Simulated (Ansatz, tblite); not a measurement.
**2x2x4 MgS rock-salt block (Mg8S8): rung by rung**

One table from this session's results is given with a row withheld; the runs are named, their logs left out.

Program: Ansatz 0.2.0, Gaussian basis. Level of theory: as each input shows. These are calculated values, not measurements.

Plan: GFN1-xTB, GFN2-xTB, PBE-D4/def2-SVP, r2SCAN-D4/def2-SVP, HF/STO-3G, HF/6-31G, B3LYP-D4/6-31G, MP2/def2-SVP, RPA/def2-SVP.

6 further runs of the same task are left out: 4 that didn't finish, 2 set aside as unsound or not needed.

## The geometry

The singlet was relaxed beforehand with r2SCAN-D4/def2-SVP.

16 atoms, charge 0, spin multiplicity 1.

Bond lengths: Mg1–S2 2.406 Å, Mg1–S5 2.423 Å, Mg1–S9 2.423 Å, S2–Mg3 2.447 Å, S2–Mg6 2.587 Å, S2–Mg10 2.587 Å, Mg3–S4 2.477 Å, Mg3–S7 2.587 Å, Mg3–S11 2.587 Å, S4–Mg8 2.424 Å, S4–Mg12 2.423 Å, S5–Mg6 2.477 Å, S5–Mg13 2.423 Å, Mg6–S7 2.447 Å, Mg6–S14 2.587 Å, S7–Mg8 2.406 Å, S7–Mg15 2.587 Å, Mg8–S16 2.423 Å and more. Angles: S2–Mg1–S5 103.0°, S2–Mg1–S9 103.0°, S5–Mg1–S9 104.7°, Mg1–S2–Mg3 156.6°, Mg1–S2–Mg6 77.5°, Mg1–S2–Mg10 77.5°, Mg3–S2–Mg6 84.3°, Mg3–S2–Mg10 84.2°, Mg6–S2–Mg10 76.7°, S2–Mg3–S4 162.8°, S2–Mg3–S7 94.1°, S2–Mg3–S11 94.1°, S4–Mg3–S7 96.5°, S4–Mg3–S11 96.5°, S7–Mg3–S11 103.1°, Mg3–S4–Mg8 79.3°, Mg3–S4–Mg12 79.3°, Mg8–S4–Mg12 74.4° and more.

PBE0-D4/def2-SVP was run before; its log isn't repeated, and its numbers join the tables.

The first run:

Tight binding, by tblite at 300 K electronic temperature and without a spin-polarisation term:

```python
tblite.interface.Calculator('GFN1-xTB', numbers, positions, charge=0, uhf=0).singlepoint()
```

Tight binding, by tblite at 300 K electronic temperature and without a spin-polarisation term:

```python
tblite.interface.Calculator('GFN2-xTB', numbers, positions, charge=0, uhf=0).singlepoint()
```

start.molden holds the orbitals of an earlier run on this state, given as this run's starting guess.

in.yaml

```yaml
crystal:
  periodic: [false, false, false]
  atoms:
    - {symbol: Mg, position_ang: [-1.041215, -1.034961, -3.497916]}
    - {symbol: S, position_ang: [-1.437151, -1.430439, -1.157984]}
    - {symbol: Mg, position_ang: [-1.136088, -1.133001, 1.252093]}
    - {symbol: S, position_ang: [-1.355685, -1.354124, 3.709036]}
    - {symbol: S, position_ang: [-1.357476, 1.358685, -3.706885]}
    - {symbol: Mg, position_ang: [-1.134485, 1.137264, -1.250177]}
    - {symbol: S, position_ang: [-1.429623, 1.435823, 1.160655]}
    - {symbol: Mg, position_ang: [-1.031256, 1.038435, 3.499841]}
    - {symbol: S, position_ang: [1.351194, -1.359589, -3.708465]}
    - {symbol: Mg, position_ang: [1.131784, -1.137039, -1.251752]}
    - {symbol: S, position_ang: [1.431692, -1.435737, 1.158103]}
    - {symbol: Mg, position_ang: [1.037797, -1.038083, 3.497985]}
    - {symbol: Mg, position_ang: [1.035229, 1.034166, -3.499913]}
    - {symbol: S, position_ang: [1.434352, 1.430942, -1.160781]}
    - {symbol: Mg, position_ang: [1.138269, 1.133217, 1.249833]}
    - {symbol: S, position_ang: [1.362662, 1.354464, 3.706317]}
basis:
  gaussian: {orbitals: def2-SVP, initial_orbitals: start.molden}
hamiltonian: {xc: pbe, dispersion: d4}
scf: {omitted_lower_state_checks: [starts]}
output: {forces: true, orbitals: {seedname: orbitals}}
```

Started as:

```bash
$ ansatz run in.yaml --threads 4 --pin off --events-out ev --progress --plain --max-ram 6963MiB
```

Among the steps run: PBE-D4/def2-SVP; r2SCAN-D4/def2-SVP; HF/STO-3G; HF/6-31G; B3LYP-D4/6-31G; MP2/def2-SVP; RPA/def2-SVP.

One of the session's tables, all rows but one given; the rest of the session is left out.

It belongs to the step «Binding energy». 

```
             level  binding an atom (eV)
         HF/STO-3G                 3.712
          HF/6-31G                 2.013
       HF/def2-SVP                 2.403
   PBE-D4/def2-SVP                     ?
r2SCAN-D4/def2-SVP                 3.456
    B3LYP-D4/6-31G                 2.841
  PBE0-D4/def2-SVP                 3.343
      RPA/def2-SVP                 2.780
      MP2/def2-SVP                 3.186
```

**Question.** Estimate the row for PBE-D4/def2-SVP.

The run gave: binding an atom (eV): 3.353. In the column «binding an atom (eV)» it lies between PBE0-D4/def2-SVP (3.343) and r2SCAN-D4/def2-SVP (3.456).

Caveats from the session: Free atoms were run apart at each level; binding is atoms less cluster, divided by the number of atoms, without zero-point or spin-orbit terms.
